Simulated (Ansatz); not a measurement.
**CH₄Cl₂SSi: a ladder of functionals and wavefunction methods**

An exercise on one series of results from a longer session: the logs are not shown, and one member is left open.

The runs use Ansatz 0.2.0, Gaussian basis; functionals in def2-TZVPP, the program's frozen cores in correlated methods.

Levels to be run: LDA (SPW92), PBE-D4, revPBE-D4, BLYP-D4, r2SCAN-D4, B97M-V, PBE0-D4, B3LYP-D4, r2SCANh-D4, r2SCAN0-D4, HSE06-D4, BHLYP-D4, CAM-B3LYP-D4, LC-ωPBE, ωB97X-V, ωB97M-V, B2PLYP, PBE-QIDH; CCSD(T)/def2-SVP; CCSD(T)/def2-TZVPP; MP2/def2-QZVPP; extrapolation to the limit; RPA on PBE.

### The relaxed structure

All runs share one geometry, relaxed beforehand with PBE0-D4 in a triple-zeta def2 set.

SMILES `S[SiH](Cl)CCl`, 9 atoms, charge 0, spin multiplicity 1.

Atoms are counted from 1 here; the program's logs count them from 0.

Bond lengths: S1–Si2 2.121 Å, S1–H6 1.347 Å, Si2–Cl3 2.051 Å, Si2–C4 1.874 Å, Si2–H7 1.479 Å, C4–Cl5 1.787 Å, C4–H8 1.090 Å, C4–H9 1.091 Å. Angles: Si2–S1–H6 92.1°, S1–Si2–Cl3 106.3°, S1–Si2–C4 111.6°, S1–Si2–H7 112.9°, Cl3–Si2–C4 108.3°, Cl3–Si2–H7 108.6°, C4–Si2–H7 109.0°, Si2–C4–Cl5 107.4°, Si2–C4–H8 112.3°, Si2–C4–H9 111.7°, Cl5–C4–H8 108.1°, Cl5–C4–H9 107.8°, H8–C4–H9 109.3°.

The first run:

The input, in.yaml:

```yaml
crystal:
  periodic: [false, false, false]
  atoms:
    - {symbol: S, position_ang: [0.994462, 1.938803, -0.608736]}
    - {symbol: Si, position_ang: [0.793086, -0.142855, -0.257356]}
    - {symbol: Cl, position_ang: [2.368155, -0.678564, 0.941374]}
    - {symbol: C, position_ang: [-0.798412, -0.539124, 0.649463]}
    - {symbol: Cl, position_ang: [-2.152418, -0.105190, -0.432486]}
    - {symbol: H, position_ang: [-0.185272, 1.993206, -1.255809]}
    - {symbol: H, position_ang: [0.851025, -0.943489, -1.499151]}
    - {symbol: H, position_ang: [-0.902805, 0.033974, 1.570284]}
    - {symbol: H, position_ang: [-0.879221, -1.603162, 0.875418]}
basis:
  gaussian: {orbitals: def2-TZVPP}
hamiltonian: {xc: lda}
output: {orbitals: {seedname: orbitals}}
```

Among the steps run: LDA; PBE-D4 (GGA); revPBE-D4 (GGA); BLYP-D4 (GGA); r2SCAN-D4 (meta-GGA); B97M-V (meta-GGA); PBE0-D4 (hybrid); B3LYP-D4 (hybrid); r2SCANh-D4 (hybrid); r2SCAN0-D4 (hybrid); HSE06-D4 (hybrid); BHLYP-D4 (hybrid); CAM-B3LYP-D4 (range-separated); LC-ωPBE (range-separated); ωB97X-V (range-separated); ωB97M-V (range-separated); B2PLYP (double hybrid); PBE-QIDH (double hybrid).

One of the session's tables, all rows but one given; the rest of the session is left out.

It belongs to the step «Frontier levels by functional». 

```
  functional  HOMO (eV)  gap (eV)
 LDA (SPW92)      -6.64      5.14
      PBE-D4          ?         ?
   revPBE-D4      -6.48      5.33
     BLYP-D4      -6.36      5.27
   r2SCAN-D4      -6.84      5.87
      B97M-V      -6.93      6.00
     PBE0-D4      -7.79      7.53
    B3LYP-D4      -7.53      7.08
  r2SCANh-D4      -7.30      6.69
  r2SCAN0-D4      -7.98      7.90
    HSE06-D4      -7.38      6.75
    BHLYP-D4      -8.90      9.73
CAM-B3LYP-D4      -9.12     10.01
     LC-ωPBE     -10.54     12.61
     ωB97X-V     -10.17     12.12
     ωB97M-V      -9.99     11.73
```

**Question.** Estimate the row for PBE-D4.

**Answer.** HOMO (eV): -6.53; gap (eV): 5.27. In the column «HOMO (eV)» it lies between LDA (SPW92) (-6.64) and revPBE-D4 (-6.48).
